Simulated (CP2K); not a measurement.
# TiSn (Fm-3m) in CP2K: reference runs

How does TiSn come out in PBE? The cell is run as given and disturbed.

Program: CP2K 2026.2. These are calculated values, not measurements. Logs are shortened: lines on timing, memory, paths and dates and some standing lists are left out, and cuts for length are marked.

### Step 1. The structure

Symmetry: Fm-3m, No. 225, cubic system. Conventional cell: a = 5.601 Å, b = 5.601 Å, c = 5.601 Å, α = 90.00°, β = 90.00°, γ = 90.00°. Around Ti (site symmetry m-3m) lie 6 Sn at 2.80 Å. Sn (site symmetry m-3m) is surrounded by 6 Ti at 2.80 Å.

The cell was built by a generator and needn't be a form met in nature.

### Step 2. Single point, PBE

File tisn_scf.inp:

```
&GLOBAL
  PROJECT tisn_scf
  RUN_TYPE ENERGY_FORCE
  PRINT_LEVEL LOW
&END GLOBAL
&FORCE_EVAL
  METHOD QS
  STRESS_TENSOR ANALYTICAL
  &DFT
    BASIS_SET_FILE_NAME BASIS_MOLOPT_UZH
    POTENTIAL_FILE_NAME POTENTIAL_UZH
    &MGRID
      CUTOFF 450
      REL_CUTOFF 60
      NGRIDS 4
    &END MGRID
    &QS
      METHOD GPW
      EPS_DEFAULT 1.0E-10
    &END QS
    &KPOINTS
      SCHEME MONKHORST-PACK 8 8 8
      GAMMA_CENTERED T
      SYMMETRY T
      SYMMETRY_BACKEND SPGLIB
    &END KPOINTS
    &SCF
      SCF_GUESS ATOMIC
      EPS_SCF 1.0E-6
      MAX_SCF 100
      ADDED_MOS 13
      CHOLESKY OFF
      EPS_EIGVAL 1.0E-7
      &DIAGONALIZATION ON
        ALGORITHM STANDARD
      &END DIAGONALIZATION
      &MIXING ON
        METHOD BROYDEN_MIXING
        ALPHA 0.4
        BETA 1.5
        NBUFFER 8
      &END MIXING
      &SMEAR ON
        METHOD FERMI_DIRAC
        ELECTRONIC_TEMPERATURE [K] 580.226
      &END SMEAR
    &END SCF
    &XC
      &XC_FUNCTIONAL PBE
      &END XC_FUNCTIONAL
    &END XC
    &PRINT
      &KPOINTS ON
      &END KPOINTS
      &MULLIKEN ON
      &END MULLIKEN
      &MO ON
        ENERGIES T
        OCCUPATION_NUMBERS T
        &EACH
          QS_SCF 0
        &END EACH
        ADD_LAST NUMERIC
      &END MO
      &LOWDIN ON
      &END LOWDIN
      &HIRSHFELD ON
        SHAPE_FUNCTION DENSITY
      &END HIRSHFELD
    &END PRINT
  &END DFT
  &SUBSYS
    &CELL
      ABC 3.9605757921 3.9605757921 3.9605757922
      ALPHA_BETA_GAMMA 59.9999999994 59.9999999998 59.9999999996
      PERIODIC XYZ
    &END CELL
    &COORD
      SCALED
      Ti  0.0000000000 0.0000000000 0.0000000000
      Sn  0.5000000000 0.5000000000 0.5000000000
    &END COORD
    &KIND Ti
      BASIS_SET TZVP-MOLOPT-PBE-GTH-q12
      POTENTIAL GTH-PBE-q12
    &END KIND
    &KIND Sn
      BASIS_SET TZVP-MOLOPT-PBE-GTH-q4
      POTENTIAL GTH-PBE-q4
    &END KIND
    &PRINT
      &ATOMIC_COORDINATES ON
      &END ATOMIC_COORDINATES
      &CELL ON
      &END CELL
      &SYMMETRY ON
      &END SYMMETRY
    &END PRINT
  &END SUBSYS
  &PRINT
    &FORCES ON
    &END FORCES
    &STRESS_TENSOR ON
    &END STRESS_TENSOR
  &END PRINT
&END FORCE_EVAL
```

Potentials or basis: POTENTIAL_UZH Ti GTH-PBE-q12, Sn GTH-PBE-q4; TZVP-MOLOPT-PBE-GTH basis.

The run is started by

```
$ OMP_NUM_THREADS=1 cp2k.psmp -i tisn_scf.inp -o tisn_scf.out
```

tisn_scf.out:

```text

 CP2K| version string:                                       CP2K version 2026.2
 CP2K| Input file name                                              tisn_scf.inp

 GLOBAL| Force Environment number                                              1
 GLOBAL| Basis set file name                                    BASIS_MOLOPT_UZH
 GLOBAL| Potential file name                                       POTENTIAL_UZH
 GLOBAL| MM Potential file name                                     MM_POTENTIAL
 GLOBAL| Coordinate file name                                      __STD_INPUT__
 GLOBAL| Method name                                                        CP2K
 GLOBAL| Project name                                                   tisn_scf
 GLOBAL| Run type                                                   ENERGY_FORCE
 GLOBAL| FFT library                                                       FFTW3
[... 8 lines left out ...]
 GLOBAL| CPU model name                                                  UNKNOWN

 CELL| Volume [angstrom^3]:                                            43.929877
 CELL| Vector a [angstrom]:       3.961     0.000     0.000   |a| =     3.960576
 CELL| Vector b [angstrom]:       1.980     3.430     0.000   |b| =     3.960576
 CELL| Vector c [angstrom]:       1.980     1.143     3.234   |c| =     3.960576
 CELL| Angle (b,c), alpha [degree]:                                    60.000000
 CELL| Angle (a,c), beta  [degree]:                                    60.000000
 CELL| Angle (a,b), gamma [degree]:                                    60.000000
 CELL| Numerically orthorhombic:                                              NO
 CELL| Periodicity                                                           XYZ

 CELL_REF| Volume [angstrom^3]:                                        43.929877
 CELL_REF| Vector a [angstrom     3.961     0.000     0.000   |a| =     3.960576
 CELL_REF| Vector b [angstrom     1.980     3.430     0.000   |b| =     3.960576
 CELL_REF| Vector c [angstrom     1.980     1.143     3.234   |c| =     3.960576
 CELL_REF| Angle (b,c), alpha [degree]:                                60.000000
 CELL_REF| Angle (a,c), beta  [degree]:                                60.000000
 CELL_REF| Angle (a,b), gamma [degree]:                                60.000000
 CELL_REF| Numerically orthorhombic:                                          NO
 CELL_REF| Periodicity                                                       XYZ
[... 9 lines left out ...]
 TOTAL NUMBERS AND MAXIMUM NUMBERS

  Total number of            - Atomic kinds:                                   2
                             - Atoms:                                          2
                             - Shell sets:                                     2
                             - Shells:                                        18
                             - Primitive Cartesian functions:                 10
                             - Cartesian basis functions:                     59
                             - Spherical basis functions:                     52

  Maximum angular momentum of- Orbital basis functions:                        3
                             - Local part of the GTH pseudopotential:          2
                             - Non-local part of the GTH pseudopotential:      4

 MODULE QUICKSTEP: ATOMIC COORDINATES IN ANGSTROM

   Atom Kind Element         X             Y             Z       Z(eff)     Mass
      1    1 Ti   22      0.000000      0.000000      0.000000  12.0000  47.8670
      2    2 Sn   50      3.960576      2.286639      1.616898   4.0000 118.7100

 Crystal Symmetry Information
       International Symbol:                                               Fm-3m
       Point Group Symbol:                                                  m-3m
       Schoenflies Symbol:                                                  Oh^5
       Number of Symmetry Operations:                                         48

 SCF PARAMETERS         Density guess:                                    ATOMIC
                        --------------------------------------------------------
                        max_scf:                                             100
[... 7 lines left out ...]
                        --------------------------------------------------------
                        level_shift [a.u.]:                             0.000000
                        added MOs                                        13    0
                        --------------------------------------------------------
                        Mixing method:                            BROYDEN_MIXING
                                                charge density mixing in g-space
                        --------------------------------------------------------
                        Smear method:                                FERMI_DIRAC
                        Electronic temperature [K]:                        580.2
[... 15 lines left out ...]
 BRILLOUIN| Wavefunction type                                            COMPLEX
 BRILLOUIN| List of Kpoints [2 Pi/Bohr]                                       29
 BRILLOUIN| Number           Weight            X              Y              Z
 BRILLOUIN|     1           0.01562       -0.37500       -0.37500       -0.37500
 BRILLOUIN|     2           0.04688       -0.37500       -0.37500       -0.25000
 BRILLOUIN|     3           0.04688       -0.37500       -0.37500       -0.12500
 BRILLOUIN|     4           0.01172       -0.37500       -0.37500        0.00000
 BRILLOUIN|     5           0.04688       -0.37500       -0.37500        0.12500
 BRILLOUIN|     6           0.02344       -0.37500       -0.37500        0.25000
[... 21 lines left out ...]
 BRILLOUIN|    28           0.00781        0.00000        0.00000        0.50000
 BRILLOUIN|    29           0.00586        0.00000        0.50000        0.50000
 *******************************************************************************

 Extrapolation method: initial_guess

 Number of electrons:                                                         16
 Number of occupied orbitals:                                                  8
 Number of molecular orbitals:                                                21

 Number of orbital functions:                                                 52
 Number of independent orbital functions:                                     52

 SCF WAVEFUNCTION OPTIMIZATION

  Step     Update method      Time    Convergence         Total energy    Change
  ------------------------------------------------------------------------------
     1 NoMix/Diag. 0.40E+00    3.2     1.08258991       -61.8742298448 -6.19E+01
     2 Broy./Diag. 0.40E+00    2.7     0.03520042       -62.1311475050 -2.57E-01
     3 Broy./Diag. 0.40E+00    2.7     0.00917902       -61.6731087600  4.58E-01
     4 Broy./Diag. 0.40E+00    2.7     0.01676993       -61.5768410547  9.63E-02
     5 Broy./Diag. 0.40E+00    2.7     0.00324180       -61.5733401843  3.50E-03
     6 Broy./Diag. 0.40E+00    2.7     0.00310985       -61.5629812351  1.04E-02
     7 Broy./Diag. 0.40E+00    2.7     0.00054972       -61.5631506965 -1.69E-04
     8 Broy./Diag. 0.40E+00    2.7     0.00010698       -61.5615406949  1.61E-03
     9 Broy./Diag. 0.40E+00    2.7     0.00008002       -61.5617121123 -1.71E-04
    10 Broy./Diag. 0.40E+00    2.7     0.00002615       -61.5616342109  7.79E-05
    11 Broy./Diag. 0.40E+00    2.7     0.00003094       -61.5616766058 -4.24E-05
    12 Broy./Diag. 0.40E+00    2.7     0.00000052       -61.5616625816  1.40E-05

  *** SCF run converged in    12 steps ***

  Electronic density on regular grids:        -15.9999999989        0.0000000011
  Core density on regular grids:               15.9999999977       -0.0000000023
  Total charge density on r-space grids:       -0.0000000013
  Total charge density g-space grids:          -0.0000000013

  Overlap energy of the core charge distribution:               0.00000000000729
  Self energy of the core charge distribution:               -114.08645646592130
  Core Hamiltonian energy:                                     28.80856876106597
  Hartree energy:                                              32.10331409270400
  Exchange-correlation energy:                                 -8.38683238130386
  Electronic entropic energy:                                  -0.00025658813070
  Fermi energy:                                                 0.27160565405529

  Total energy:                                               -61.56166258155473
  Total energy (extrapolated to T->0):                        -61.56153428748938

 MO| EIGENVALUES AND OCCUPATION NUMBERS FOR K POINT 1
 MO|
 MO|  Index      Eigenvalue [a.u.]        Eigenvalue [eV]             Occupation
 MO|      1              -1.833753             -49.898963               2.000000
 MO|      2              -0.962656             -26.195210               2.000000
 MO|      3              -0.961525             -26.164416               2.000000
 MO|      4              -0.961525             -26.164416               2.000000
 MO|      5              -0.014256              -0.387921               2.000000
 MO|      6               0.139788               3.803822               2.000000
[... 364 lines left out ...]
 MO|     20               0.914104              24.874029               0.000000
 MO|     21               0.978312              26.621210               0.000000
 MO| Sum:                                                              16.000002
 MO| E(Fermi):            0.271606 a.u.          7.390766 eV

 [... the levels of further k-points ...]

 !-----------------------------------------------------------------------------!
                     Mulliken Population Analysis

 #  Atom  Element  Kind  Atomic population                           Net charge
       1     Ti       1         11.944881                              0.055119
       2     Sn       2          4.055119                             -0.055119
 # Total charge                             16.000000                 -0.000000

 !-----------------------------------------------------------------------------!

 !-----------------------------------------------------------------------------!
                           Hirshfeld Charges

  #Atom  Element  Kind  Ref Charge     Population                    Net charge
      1       Ti     1      12.000         11.946                         0.054
      2       Sn     2       4.000          4.054                        -0.054

  Total Charge                                                           -0.000
 !-----------------------------------------------------------------------------!

 LOWDIN POPULATION ANALYSIS

 #  Atom  Element  Kind  Atomic population                           Net charge
       1     Ti       1         12.939679                             -0.939679
       2     Sn       2          3.060321                              0.939679
 # Total charge                             16.000000                 -0.000000

 ENERGY| Total FORCE_EVAL ( QS ) energy [hartree]            -61.561662552838598

 FORCES| Atomic forces [hartree/bohr]
 FORCES|   Atom     x               y               z               |f|
 FORCES|      1 -1.71603100E-14 -1.70968643E-14 -1.66485037E-14   2.93930550E-14
 FORCES|      2 -1.90286952E-15  1.28143205E-14 -1.56615320E-14   2.03251397E-14
 FORCES| Sum    -1.90631795E-14 -4.28254385E-15 -3.23100357E-14
 FORCES| Total atomic force                                       3.77582230E-14

 STRESS| Analytical stress tensor [bar]
 STRESS|                        x                   y                   z
 STRESS|      x        9.49982434157E+03  -6.14821556073E+00  -4.33724122099E+00
 STRESS|      y       -6.14821556073E+00   9.50662220646E+03  -2.64471072353E+00
 STRESS|      z       -4.33724122099E+00  -2.64471072353E+00   9.50850986154E+03
 STRESS| 1/3 Trace                                             9.50498546986E+03
 STRESS| Determinant                                           8.58724721215E+11

 STRESS| Eigenvectors and eigenvalues of the analytical stress tensor [bar]
 STRESS|                        1                   2                   3
 STRESS| Eigenvalues   9.49437298269E+03   9.51020929808E+03   9.51037412879E+03
 STRESS|      x           0.809795555293     -0.586682717312     -0.005877740591
 STRESS|      y           0.479466799295      0.667513315697     -0.569681982988
 STRESS|      z           0.338146043894      0.458507756286      0.821844200822
```

Run time: 40 s. Hardware: 1 thread of Arm Neoverse V2, shared host; peak memory 0.32 GiB.

What came out:

```yaml
Free_energy: -1675.1780 eV
Pressure: 1.0 GPa
Band_gap_on_the_k_mesh: none (metal or under the smearing width)
Mulliken_charges: Ti +0.06; Sn -0.06 e
Hirshfeld_charges: Ti +0.05; Sn -0.05 e
```

Levels at points of the mesh, in eV from the Fermi level:
```
           k point  band 5  band 6  band 7  band 8  band 9  band 10  band 11  band 12
(0.00, 0.00, 0.00)   -9.68    0.09    0.09    0.09    0.40     0.40     3.34     3.34
(0.00, 0.00, 0.50)   -7.03   -4.64   -1.45   -1.45    1.02     1.02     1.50     5.54
(0.00, 0.50, 0.50)   -6.94   -3.38   -1.01    0.23    0.23     0.81     1.30     1.30
```

Caveat: Mulliken charges move with the basis; the basis of atomic orbitals isn't converged, which shifts pressures, moduli and gaps.

### Step 3. Single point, PBE (atoms moved at random, drawn with an rms of 0.05 Å)

Changes to tisn_scf.inp since step 2:

```diff
@@ -14,3 +14,3 @@
       REL_CUTOFF 60
-      NGRIDS 4
+      NGRIDS 5
     &END MGRID
@@ -48,3 +48,7 @@
     &XC
-      &XC_FUNCTIONAL PBE
+      &XC_FUNCTIONAL
+        &GGA_X_PBE
+        &END GGA_X_PBE
+        &GGA_C_PBE
+        &END GGA_C_PBE
       &END XC_FUNCTIONAL
@@ -78,5 +82,4 @@
     &COORD
-      SCALED
-      Ti  0.0000000000 0.0000000000 0.0000000000
-      Sn  0.5000000000 0.5000000000 0.5000000000
+      Ti  0.0091172455 -0.0316562372 -0.0193963120
+      Sn  3.9722317667 2.2800425448 1.6238315563
     &END COORD
@@ -95,4 +98,2 @@
       &END CELL
-      &SYMMETRY ON
-      &END SYMMETRY
     &END PRINT
```

Potentials or basis: POTENTIAL_UZH Ti GTH-PBE-q12, Sn GTH-PBE-q4; TZVP-MOLOPT-PBE-GTH basis.

The run is started by

```
$ OMP_NUM_THREADS=1 cp2k.psmp -i tisn_scf.inp -o tisn_scf.out
```

Run time: 63 s. Hardware: 1 thread of Arm Neoverse V2, shared host; peak memory 0.36 GiB.

Results (log left out):

```yaml
Free_energy: -1675.1730 eV
Pressure: 1.0 GPa
Largest_force: 0.269 eV/Å
Band_gap_on_the_k_mesh: none (metal or under the smearing width)
Mulliken_charges: Ti +0.05; Sn -0.05 e
Hirshfeld_charges: Ti +0.05; Sn -0.05 e
```

Forces in eV/Å, atoms in the order of the input:
```
Ti   0.019  0.185  0.194
Sn  -0.019 -0.185 -0.194
```

Stress tensor (GPa, compression positive):
```
 0.96 -0.01  0.00
-0.01  1.06  0.06
 0.00  0.06  0.98
```

Levels at points of the mesh, in eV from the Fermi level:
| k point | band 6 | band 7 | band 8 | band 9 | band 10 | band 11 |
| --- | --- | --- | --- | --- | --- | --- |
| (0.00, 0.00, 0.00) | 0.09 | 0.09 | 0.09 | 0.39 | 0.40 | 3.35 |
| (0.00, 0.00, 0.50) | -4.64 | -1.45 | -1.45 | 1.02 | 1.02 | 1.49 |
| (0.00, 0.50, 0.00) | -4.64 | -1.45 | -1.45 | 1.02 | 1.02 | 1.49 |
| (0.00, 0.50, 0.50) | -3.38 | -1.01 | 0.23 | 0.23 | 0.81 | 1.30 |
| (0.50, 0.00, 0.00) | -4.64 | -1.45 | -1.45 | 1.02 | 1.02 | 1.49 |
| (0.50, 0.00, 0.50) | -3.38 | -1.02 | 0.22 | 0.23 | 0.82 | 1.30 |
| (0.50, 0.50, 0.00) | -3.38 | -1.02 | 0.22 | 0.24 | 0.82 | 1.30 |
| (0.50, 0.50, 0.50) | -4.64 | -1.45 | -1.45 | 1.02 | 1.02 | 1.49 |

Caveat: Mulliken charges move with the basis; the basis of atomic orbitals isn't converged, which shifts pressures, moduli and gaps.
